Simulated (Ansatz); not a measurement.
## MgSi, space group P4/mmm: a supercell folding check, step by step

With Ansatz 0.2.0 through its Python package.

Run as a notebook:

```python
import warnings

import ansatz as az
from tabulate import tabulate
```

```python
warnings.simplefilter("ignore", az.DeckWarning)

cell = (
    az.Lattice.of((2.908394, 0.0, 0.0), (0.0, 2.908394, 0.0), (0.0, 0.0, 4.103427))
    .atom("Mg", (0.0, 0.0, 0.0))
    .atom("Si", (0.5, 0.5, 0.5))
)
```

```python
cell.resolved().tree()["lattice"]
```

    ((2.908394, 0.0, 0.0), (0.0, 2.908394, 0.0), (0.0, 0.0, 4.103427))

```python
# the mesh shrinks as the cell grows, so that all cells sample the same points
mesh = (8, 8, 4)
rows = []
for repeats in [(1, 1, 1), (2, 1, 1)]:
    job = (
        cell.supercell(*repeats).calculation()
        .functional(az.Functional.PBESOL, dispersion="d3bjatm")
        .occupations(az.OccupationsMethod.GAUSSIAN, width=0.1)
        .kpoints(*(k // n for k, n in zip(mesh, repeats)))
    )
    r = job.run().report
    n = len(r["lattice"]["sites"])
    rows.append((repeats, n, r["free_energy_ev"] / n, r["fermi_energy_ev"], r["n_kpoints"], r["n_symmetry_ops"]))
print(tabulate(rows, headers=["repeats", "atoms", "F/atom eV", "Fermi level eV", "k-points", "symmetry operations"], floatfmt=".4f", tablefmt="plain"))
```

    repeats      atoms    F/atom eV    Fermi level eV    k-points    symmetry operations
    (1, 1, 1)        2   -1267.0139            8.2723          45                     16
    (2, 1, 1)        4   -1267.0139            8.2723          45                     16

Notes:
- Total energies depend on the potentials; only differences at equal settings carry meaning.
- Dispersion corrections can be off by several per cent in the lattices of metals, and by several GPa in the pressure at a fixed cell.
- For a metal this k-point mesh is coarse: on a finer one energies can move by several to tens of meV an atom and pressures by half a GPa or more, differences at one mesh by less.
- The structure comes from a database of computed cells and needn't be a stable or known phase.
- The count of operations in a supercell holds its pure translations too, and an uneven repeat can lower the point group.
- Processor time in the engine: 3.4 s on 1 thread of Intel(R) Xeon(R) Processor @ 2.30GHz, on a shared host, peak memory 0.56 GiB.
